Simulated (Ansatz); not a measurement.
# Ta12HCN in Ansatz: notebook, part 2 of 2

Ansatz 0.2.0. The steps go on from the part before.

### Step 3. Projected density of states, BLYP

input.yaml reads:

```yaml
crystal:
  lattice:
    - [5.720201715, 0.0, 0.0]
    - [-1.906733905, 5.3930578966, 0.0]
    - [0.0, 0.0, 24.8861251426]
  atoms:
    - { symbol: Ta, position: [0.25, 0.25, 0.3214642679] }
    - { symbol: Ta, position: [0.25, 0.75, 0.3214642679] }
    - { symbol: Ta, position: [0.75, 0.25, 0.3214642679] }
    - { symbol: Ta, position: [0.75, 0.75, 0.3214642679] }
    - { symbol: Ta, position: [0.5, 0.5, 0.415302202] }
    - { symbol: Ta, position: [0.5, 0.0, 0.415302202] }
    - { symbol: Ta, position: [0.0, 0.5, 0.415302202] }
    - { symbol: Ta, position: [0.0, 0.0, 0.415302202] }
    - { symbol: Ta, position: [0.75, 0.75, 0.5091401361] }
    - { symbol: Ta, position: [0.75, 0.25, 0.5091401361] }
    - { symbol: Ta, position: [0.25, 0.75, 0.5091401361] }
    - { symbol: Ta, position: [0.25, 0.25, 0.5091401361] }
    - { symbol: C, position: [0.25, 0.25, 0.672970382] }
    - { symbol: "N", position: [0.25, 0.25, 0.6264745939] }
    - { symbol: H, position: [0.25, 0.25, 0.7155041229] }
hamiltonian:
  xc: blyp
  pseudopotentials: { kind: paw }
kpoints:
  mp_grid: { grid: [5, 5, 1] }
scf:
  occupations: { method: fermi_dirac, width: 0.05 }
  n_extra_bands: 37
output:
  forces: true
  eigenvalues: true
  dos: { projected: true, de: 0.05, nscf_kmesh: { grid: [8, 8, 1] } }
  write_density: true
  write_potential: true
  elf: true
  volumetric_format: npy
efield:
  axis: 3
  dipole_correction: true
  ramp_width: 0.04
```

Potentials or basis: Ansatz PAW.

Command:

```console
ansatz run input.yaml --threads 4 --pin off --max-ram 11264MiB --backend cpu --events-out ev --progress --plain --runs-dir out
```

Output:

```text
Warning: RAYON_NUM_THREADS=4 ignored (pool sized by the plan → 4); use --threads N
scf.n_extra_bands = 37 over 83 filled bands (N_el = 166.0): the run solves 120 bands
Engine: ansatz 0.2.0, aarch64-unknown-linux-gnu
Pseudopotentials: kind: paw
Pseudopotential: Ta, paw, valence charge 13, recommended cutoff 420 eV (normal), Ta.paw.azcp
Pseudopotential: C, paw, valence charge 4, recommended cutoff 420 eV (normal), C.paw.azcp
Pseudopotential: N, paw, valence charge 5, recommended cutoff 420 eV (normal), N.paw.azcp
Pseudopotential: H, paw, valence charge 1, recommended cutoff 420 eV (normal), H.paw.azcp
Functional definition: BLYP
  parameter beta = 0.0042
  parameter a = 0.04918
  parameter b = 0.132
  parameter c = 0.2533
  parameter d = 0.349
  exchange = b88_x(beta = beta)
  correlation = lyp_c(a = a, b = b, c = c, d = d)
Crystal: 15 atoms, lattice volume = 767.722 Å³
Basis set: ecut = 420 eV, 15063 PW (Γ), exchange–correlation on 80×80×360 points (8 copies of the dense FFT grid, shifted against one another)
Bands: 120, of which v1, the nominal top of the filled ones, is band 83 counted from 1 (82 counted from 0)
Symmetry: 4 space group operations
[... 52 lines left out ...]
  E_xc         = -2678.628893
  E_vxc        = -2519.909648  (∫ρ·V_xc dr)
  E_paw        = -101318.272470  (= ΣΔE_a)
  E_vpaw       = -1372.324019  (= ΣTr[D̂ρ^β])
  E_aug_tail   = 0.000738  (compensation charges beyond the density's cutoff)
  E_efield     = 0.035112  (sawtooth field / dipole correction)
  E_vefield    = 47.267787  (∫n·V_field dr)
  E_ewald      = 63176.307012
  E_core_change = 2.820293  (= ΣΔE_core)
  E_smearing   = -0.131594  (= −TS)
  E_closure    = -0.000000  (closes the sum)
  Σ components = -120118.521260   (vs F -120118.521260, Δ=0.00e0)
--- Forces (eV/Å), atoms counted from 1 ---
  atom   1  Ta    -0.00000000     0.00000000    -0.00322218
  atom   2  Ta    -0.00000000     0.00000000     0.01863906
  atom   3  Ta    -0.00000000     0.00000000     0.01863906
  atom   4  Ta    -0.00000000     0.00000000    -0.04031180
  atom   5  Ta     0.01257596     0.01778509    -0.04946258
  atom   6  Ta    -0.02438562     0.01724324     0.02400904
  atom   7  Ta     0.02438562    -0.01724324     0.02400904
  atom   8  Ta    -0.01257596    -0.01778509    -0.04946258
  atom   9  Ta     0.00000000    -0.00000000    -0.13731918
  atom  10  Ta     0.00000000     0.00000000    -0.17425232
  atom  11  Ta     0.00000000     0.00000000    -0.17425232
  atom  12  Ta     0.00000000     0.00000000     0.78808079
  atom  13  C      0.00000000     0.00000000    -0.33487808
  atom  14  N      0.00000000     0.00000000    -0.33166867
  atom  15  H      0.00000000     0.00000000     0.42155199
  max |Σ_I F_I| component: 9.93e-5 eV/Å
--- Band table (eV; the first three rows and the last of 9) ---
  k-point 0: bands = ["-63.7256", "-63.6963", "-63.6544", "-63.6445", "-63.6372", "-63.6339", "-63.5953", "-63.5918", "-63.4519", "-63.4090", "-63.3907", "-63.3523", "-30.7090", "-30.6952", "-30.6925", "-30.6487", "-30.6322", "-30.6135", "-30.6108", "-30.5994", "-30.5954", "-30.4232", "-30.3691", "-30.3560", "-30.3290", "-30.2566", "-30.2514", "-30.2490", "-30.1843", "-30.0882", "-30.0844", "-29.9669", "-29.9569", "-29.9526", "-29.9071", "-29.8469", "-29.7874", "-29.7730", "-29.7706", "-29.7279", "-29.6901", "-29.6835", "-29.6510", "-29.6420", "-29.5617", "-29.5602", "-29.5545", "-29.5070", "-16.3219", "-8.6888", "-3.4417", "-3.0400", "-2.3661", "-2.3658", "-1.6825", "-0.6852", "-0.1124", "-0.1122", "0.0101", "0.0126", "0.0320", "0.3672", "0.5308", "0.8305", "0.8411", "0.8707", "2.2288", "2.2514", "2.2519", "2.2586", "2.2647", "2.3415", "2.3610", "2.3616", "2.8689", "3.0253", "3.3630", "3.5725", "3.6236", "3.7833", "3.8883", "4.1397", "4.4040", "4.4203", "4.7725", "4.9072", "4.9182", "4.9968", "5.0425", "5.3624", "5.4519", "5.5655", "5.7654", "5.8410", "5.9772", "6.2813", "6.3413", "6.4728", "6.6315", "6.8569", "6.9831", "7.0469", "7.1521", "7.2163", "7.2172", "7.3535", "7.3579", "7.4017", "7.4936", "7.5437", "7.6058", "7.6181", "7.6610", "7.7401", "7.7977", "8.0176", "8.1512", "8.1938", "8.3281", "8.3483"]
  k-point 1: bands = ["-63.7215", "-63.6907", "-63.6557", "-63.6443", "-63.6415", "-63.6314", "-63.5988", "-63.5952", "-63.4471", "-63.4103", "-63.3898", "-63.3567", "-30.6748", "-30.6568", "-30.6308", "-30.6246", "-30.5960", "-30.5899", "-30.5764", "-30.5663", "-30.5168", "-30.4043", "-30.3757", "-30.3619", "-30.3149", "-30.2904", "-30.2638", "-30.2394", "-30.2009", "-30.0998", "-30.0695", "-29.9753", "-29.9478", "-29.9334", "-29.9304", "-29.9268", "-29.8366", "-29.7709", "-29.7536", "-29.7347", "-29.7260", "-29.6987", "-29.6863", "-29.6800", "-29.6197", "-29.6137", "-29.5571", "-29.5335", "-16.3218", "-8.6881", "-3.2648", "-2.8896", "-2.3779", "-2.3663", "-1.3792", "-0.3546", "-0.3184", "0.0576", "0.1530", "0.2420", "0.2923", "0.6149", "0.6781", "0.8867", "1.1576", "1.2320", "2.2559", "2.2742", "2.3525", "2.3750", "2.3998", "2.4051", "2.5481", "2.5520", "2.7108", "3.0636", "3.2620", "3.3105", "3.3997", "3.5993", "3.8432", "3.9931", "4.1412", "4.2282", "4.5367", "4.5808", "4.7043", "4.7076", "4.7782", "4.9248", "5.1363", "5.4666", "5.5165", "5.6522", "5.7582", "5.9262", "6.2030", "6.4149", "6.5919", "6.7205", "6.7803", "6.7919", "7.0463", "7.0598", "7.0864", "7.1573", "7.3082", "7.3456", "7.4172", "7.4676", "7.5553", "7.5917", "7.7039", "7.7933", "7.8326", "7.9020", "7.9597", "8.2720", "8.3301", "8.4494"]
  k-point 2: bands = ["-63.7135", "-63.6762", "-63.6621", "-63.6559", "-63.6403", "-63.6219", "-63.6079", "-63.6017", "-63.4346", "-63.4198", "-63.3815", "-63.3681", "-30.6175", "-30.5747", "-30.5646", "-30.5581", "-30.5485", "-30.5251", "-30.5207", "-30.4613", "-30.4488", "-30.3831", "-30.3492", "-30.3227", "-30.3014", "-30.2906", "-30.2107", "-30.1902", "-30.1759", "-30.1485", "-30.1212", "-30.0950", "-30.0612", "-29.9948", "-29.9912", "-29.8742", "-29.8596", "-29.8223", "-29.7848", "-29.7666", "-29.7617", "-29.7584", "-29.7546", "-29.7251", "-29.7065", "-29.6888", "-29.5543", "-29.5477", "-16.3216", "-8.6871", "-3.1586", "-2.4004", "-2.3670", "-2.1325", "-1.0843", "-0.6389", "-0.0342", "0.4448", "0.7322", "0.7690", "0.8594", "0.9580", "0.9867", "1.2496", "1.8511", "1.9663", "2.1755", "2.1861", "2.3108", "2.3202", "2.4518", "2.4943", "2.6675", "2.9140", "3.0087", "3.0668", "3.1017", "3.1396", "3.2382", "3.3141", "3.4299", "3.4963", "3.5832", "3.7488", "3.7635", "3.8219", "4.1570", "4.3669", "4.5229", "4.9538", "5.0451", "5.2394", "5.2660", "5.4703", "5.4871", "5.6165", "5.6970", "6.0241", "6.0761", "6.1972", "6.6254", "6.7238", "6.8587", "6.8659", "6.9004", "6.9374", "7.0231", "7.0476", "7.1006", "7.1315", "7.2497", "7.2638", "7.4776", "7.5841", "7.6900", "7.9165", "7.9479", "8.1029", "8.1540", "8.1676"]
  k-point 8: bands = ["-63.7048", "-63.6627", "-63.6543", "-63.6445", "-63.6384", "-63.6339", "-63.6274", "-63.6137", "-63.4199", "-63.4089", "-63.3906", "-63.3848", "-30.5541", "-30.4857", "-30.4794", "-30.4773", "-30.4689", "-30.4599", "-30.3607", "-30.3404", "-30.3357", "-30.3160", "-30.3035", "-30.2700", "-30.2525", "-30.2486", "-30.1867", "-30.1156", "-30.1093", "-30.1011", "-30.0971", "-30.0884", "-30.0870", "-30.0549", "-30.0196", "-30.0093", "-29.9906", "-29.9877", "-29.9834", "-29.8402", "-29.8214", "-29.7927", "-29.7862", "-29.7827", "-29.7750", "-29.7532", "-29.7401", "-29.6990", "-16.3213", "-8.6857", "-3.1411", "-2.4033", "-2.3800", "-1.7398", "-0.4953", "-0.1782", "0.3622", "0.3658", "0.7449", "0.7826", "1.1013", "1.1225", "1.1361", "1.8274", "2.0527", "2.0609", "2.4450", "2.4454", "2.4659", "2.4993", "2.5275", "2.9501", "3.0902", "3.2282", "3.2299", "3.3481", "3.3628", "3.4141", "3.4518", "3.4709", "3.6550", "3.9169", "3.9516", "3.9791", "3.9950", "4.0112", "4.0924", "4.1316", "4.6591", "4.6660", "4.8035", "4.9138", "5.1824", "5.2335", "5.2561", "5.3976", "5.4628", "5.4946", "5.6255", "5.8550", "5.9442", "5.9602", "6.0180", "6.1419", "6.4034", "6.5495", "6.6802", "6.7097", "6.7529", "6.9153", "7.3599", "7.3698", "7.4904", "7.7066", "7.7668", "7.9200", "7.9236", "7.9863", "8.1571", "8.3439"]
```

It took 97 s on 4 threads of Arm Neoverse V2, shared host; peak memory 3.2 GiB.

What came out:

| Property | Result |
| --- | --- |
| Free energy | -120118.5213 eV |
| Largest force | 0.788 eV/Å |
| Band gap on the k mesh | none (metal or under the smearing width) |
| Density of states at the Fermi level | 16.83 states/eV per cell |
| Work function of the upper face | 1.24 eV |
| Work function of the lower face | 4.45 eV |
| Dipole across the slab | 0.546 e·Å |

Forces in eV/Å, atoms in the order of the input:
```
Ta   0.000  0.000 -0.003
Ta   0.000  0.000  0.019
Ta   0.000  0.000  0.019
Ta   0.000  0.000 -0.040
Ta   0.013  0.018 -0.049
Ta  -0.024  0.017  0.024
Ta   0.024 -0.017  0.024
Ta  -0.013 -0.018 -0.049
Ta   0.000  0.000 -0.137
Ta   0.000  0.000 -0.174
Ta   0.000  0.000 -0.174
Ta   0.000  0.000  0.788
C    0.000  0.000 -0.335
N    0.000  0.000 -0.332
H    0.000  0.000  0.422
```

Levels at points of the mesh, in eV from the Fermi level:
```tsv
k point	band 80	band 81	band 82	band 83	band 84	band 85	band 86	band 87
(0.00, 0.00, 0.00)	-0.03	0.07	0.33	0.59	0.61	0.96	1.09	1.10
```

States per cell in windows of 1 eV (zero at the Fermi level; states under -8 eV left out):
| from (eV) | total | Ta 5d | Ta 6s | N 2p | C 2p | Ta 5p | H 1s |
| --- | --- | --- | --- | --- | --- | --- | --- |
| -8.0 | 2.00 | 0.05 | 0.30 | 1.07 | 0.05 | 0.00 | 0.04 |
| -7.0 | 5.03 | 0.04 | 0.76 | 2.23 | 1.82 | 0.02 | 0.01 |
| -6.0 | 1.68 | 0.20 | 1.33 | 0.03 | 0.01 | 0.04 | 0.00 |
| -5.0 | 3.78 | 1.36 | 2.23 | 0.01 | 0.00 | 0.08 | 0.00 |
| -4.0 | 9.55 | 6.80 | 2.48 | 0.01 | 0.00 | 0.14 | 0.00 |
| -3.0 | 8.36 | 7.14 | 1.02 | 0.00 | 0.00 | 0.10 | 0.00 |
| -2.0 | 17.99 | 17.04 | 0.53 | 0.01 | 0.02 | 0.18 | 0.00 |
| -1.0 | 18.74 | 16.06 | 1.76 | 0.03 | 0.05 | 0.18 | 0.00 |
| 0.0 | 12.26 | 9.57 | 0.99 | 0.10 | 0.16 | 0.10 | 0.04 |
| 1.0 | 15.21 | 8.81 | 0.68 | 1.33 | 1.59 | 0.04 | 0.25 |
| 2.0 | 15.14 | 11.33 | 0.49 | 0.10 | 0.10 | 0.03 | 0.22 |
| 3.0 | 20.60 | 15.34 | 0.45 | 0.13 | 0.09 | 0.03 | 0.11 |
| 4.0 | 9.66 | 6.82 | 0.45 | 0.03 | 0.02 | 0.01 | 0.05 |
| 5.0 | 0.00 | 0.00 | 0.00 | 0.00 | 0.00 | 0.00 | 0.00 |
| 6.0 | 0.00 | 0.00 | 0.00 | 0.00 | 0.00 | 0.00 | 0.00 |
| 7.0 | 0.00 | 0.00 | 0.00 | 0.00 | 0.00 | 0.00 | 0.00 |

Caveat: the PAW data sets come from PBE, with cores solved anew for the run's functional, which leaves a small shift of forces and pressure; the density of states is complete only up to the lowest level of the last band computed. Spin-orbit coupling is left out, which matters for the levels of Ta.

### Step 4. Projected density of states, r2SCAN

input.yaml, as its differences from that of step 3:

```diff
@@ -22,3 +22,3 @@
 hamiltonian:
-  xc: blyp
+  xc: r2scan
   pseudopotentials: { kind: paw }
@@ -33,6 +33,2 @@
   dos: { projected: true, de: 0.05, nscf_kmesh: { grid: [8, 8, 1] } }
-  write_density: true
-  write_potential: true
-  elf: true
-  volumetric_format: npy
 efield:
```

Command:

```console
ansatz run input.yaml --threads 4 --pin off --max-ram 11264MiB --backend cpu --events-out ev --progress --plain --runs-dir out
```

It took 2.9 min on 4 threads of Arm Neoverse V2, shared host; peak memory 4.5 GiB.

The run converged. Its results:

```
Free energy                          : -119972.9611 eV
Largest force                        : 1.229 eV/Å
Band gap on the k mesh               : none (metal or under the smearing width)
Density of states at the Fermi level : 15.66 states/eV per cell
Work function of the upper face      : 1.44 eV
Work function of the lower face      : 4.94 eV
Dipole across the slab               : 0.596 e·Å
```

Forces on the atoms (eV/Å):
```
Ta   0.000  0.000  0.476
Ta   0.000  0.000  0.483
Ta   0.000  0.000  0.483
Ta   0.000  0.000  0.419
Ta   0.016  0.023 -0.047
Ta  -0.022  0.016  0.042
Ta   0.022 -0.016  0.042
Ta  -0.016 -0.023 -0.047
Ta   0.000  0.000 -0.649
Ta   0.000  0.000 -0.640
Ta   0.000  0.000 -0.640
Ta   0.000  0.000  0.503
C    0.000  0.000 -1.229
N    0.000  0.000  0.517
H    0.000  0.000  0.285
```

Levels at points of the mesh, in eV from the Fermi level:
| k point | band 79 | band 80 | band 81 | band 82 | band 83 | band 84 | band 85 | band 86 | band 87 | band 88 |
| --- | --- | --- | --- | --- | --- | --- | --- | --- | --- | --- |
| (0.00, 0.00, 0.00) | -0.30 | -0.07 | 0.20 | 0.44 | 0.46 | 0.47 | 0.85 | 1.19 | 1.35 | 1.42 |

States per cell in windows of 1 eV (zero at the Fermi level; states under -8 eV left out):
```csv
from (eV),total,Ta 5d,Ta 6s,N 2p,C 2p,Ta 5p,H 1s
-8.0,2.36,0.05,0.53,1.14,0.06,0.01,0.05
-7.0,5.03,0.05,0.84,2.18,1.80,0.02,0.00
-6.0,2.05,0.31,1.57,0.03,0.01,0.05,0.00
-5.0,4.36,1.85,2.31,0.01,0.00,0.09,0.00
-4.0,9.13,6.73,2.13,0.01,0.00,0.13,0.00
-3.0,7.56,6.47,0.88,0.00,0.00,0.09,0.00
-2.0,16.72,15.76,0.48,0.00,0.02,0.18,0.00
-1.0,18.14,15.47,1.64,0.02,0.04,0.17,0.00
0.0,11.67,9.30,0.96,0.04,0.07,0.09,0.00
1.0,10.99,7.81,0.52,0.50,0.64,0.04,0.05
2.0,14.00,8.74,0.51,1.00,1.17,0.03,0.13
3.0,18.19,13.76,0.41,0.10,0.07,0.03,0.23
4.0,18.64,13.05,0.53,0.08,0.04,0.02,0.20
5.0,1.16,0.86,0.07,0.00,0.00,0.00,0.01
6.0,0.00,0.00,0.00,0.00,0.00,0.00,0.00
7.0,0.00,0.00,0.00,0.00,0.00,0.00,0.00
```

Caveat: the PAW data sets come from PBE, with cores solved anew for the run's functional, which leaves a small shift of forces and pressure; the density of states is complete only up to the lowest level of the last band computed. Spin-orbit coupling is left out, which matters for the levels of Ta.

### Step 5. Summary

```csv
level,cutoff (eV),gap on the mesh (eV),largest force (eV/Å),work function (eV)
revPBE,420,none,0.78,1.46
BLYP,420,none,0.79,1.24
r2SCAN,500,none,1.23,1.44
```

Alike in all rows: task projected density of states; potentials or basis Ansatz PAW; no spin polarisation; cell HCN (donor) over a top site of the (1 1 0) slab of Ta, cut from the database cell, not relaxed; k mesh 5 × 5 × 1; smearing fermi-dirac 0.05 eV.

Caveats: the PAW data sets come from PBE, with cores solved anew for the run's functional, which leaves a small shift of forces and pressure; the density of states is complete only up to the lowest level of the last band computed.

Total energies depend on the potentials used, so only differences within one code and one set of settings carry meaning.
